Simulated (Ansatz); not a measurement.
# CH11GaGe2Si: the cost of one run

The runs use Ansatz 0.2.0, Gaussian basis; one geometry, several basis sets.

The runs, in order: PBE0-D4/def2-SVP; ωB97M-V/def2-SVP; PBE0-D4/def2-QZVPP; ωB97M-V/def2-QZVPP; the functionals' def2-TZVPP values are taken from earlier runs.

## Step 1: The geometry

An earlier PBE0-D4 in a triple-zeta def2 set relaxation fixed the geometry.

SMILES `C[SiH]([GaH2])[GeH2][GeH3]`, 16 atoms, charge 0, spin multiplicity 1.

Atoms are counted from 1 here; the program's logs count them from 0.

Bond lengths: C1–Si2 1.885 Å, C1–H6 1.092 Å, C1–H7 1.092 Å, C1–H8 1.092 Å, Si2–Ga3 2.402 Å, Si2–Ge4 2.390 Å, Si2–H9 1.494 Å, Ga3–H10 1.575 Å, Ga3–H11 1.573 Å, Ge4–Ge5 2.425 Å, Ge4–H12 1.544 Å, Ge4–H13 1.541 Å, Ge5–H14 1.539 Å, Ge5–H15 1.538 Å, Ge5–H16 1.538 Å. Angles: Si2–C1–H6 110.5°, Si2–C1–H7 111.0°, Si2–C1–H8 110.8°, H6–C1–H7 108.2°, H6–C1–H8 108.0°, H7–C1–H8 108.2°, C1–Si2–Ga3 115.2°, C1–Si2–Ge4 108.8°, C1–Si2–H9 109.7°, Ga3–Si2–Ge4 106.0°, Ga3–Si2–H9 111.1°, Ge4–Si2–H9 105.4°, Si2–Ga3–H10 121.0°, Si2–Ga3–H11 120.9°, H10–Ga3–H11 118.0°, Si2–Ge4–Ge5 110.8°, Si2–Ge4–H12 110.4°, Si2–Ge4–H13 111.1° and more.

## Step 2: PBE0-D4 in def2-SVP

in.yaml reads:

```yaml
crystal:
  periodic: [false, false, false]
  atoms:
    - {symbol: C, position_ang: [0.462517, 1.729361, -1.033139]}
    - {symbol: Si, position_ang: [0.973851, 0.507579, 0.307507]}
    - {symbol: Ga, position_ang: [3.146844, -0.474756, 0.021946]}
    - {symbol: Ge, position_ang: [-0.575165, -1.311990, 0.323260]}
    - {symbol: Ge, position_ang: [-2.850864, -0.504065, 0.549520]}
    - {symbol: H, position_ang: [0.519947, 1.262786, -2.018891]}
    - {symbol: H, position_ang: [-0.562037, 2.074430, -0.877628]}
    - {symbol: H, position_ang: [1.119433, 2.601952, -1.034457]}
    - {symbol: H, position_ang: [0.845394, 1.149202, 1.650093]}
    - {symbol: H, position_ang: [3.838476, -0.516680, -1.392940]}
    - {symbol: H, position_ang: [3.878854, -1.177467, 1.224110]}
    - {symbol: H, position_ang: [-0.472157, -2.117684, -0.989772]}
    - {symbol: H, position_ang: [-0.269428, -2.289850, 1.474961]}
    - {symbol: H, position_ang: [-3.177718, 0.466707, -0.599423]}
    - {symbol: H, position_ang: [-3.006341, 0.254926, 1.878287]}
    - {symbol: H, position_ang: [-3.871596, -1.654452, 0.516537]}
basis:
  gaussian: {orbitals: def2-SVP}
hamiltonian: {xc: pbe0, dispersion: d4}
output: {orbitals: {seedname: orbitals}}
```

Started as:

```bash
ansatz run in.yaml --threads 2 --pin off --events-out ev --progress --plain --max-ram 32768MiB --backend cpu
```

Q: Estimate wall time and peak memory on 2 threads of AMD EPYC 7R13, shared host.

About 6.5 s, with a peak of 0.68 GiB.
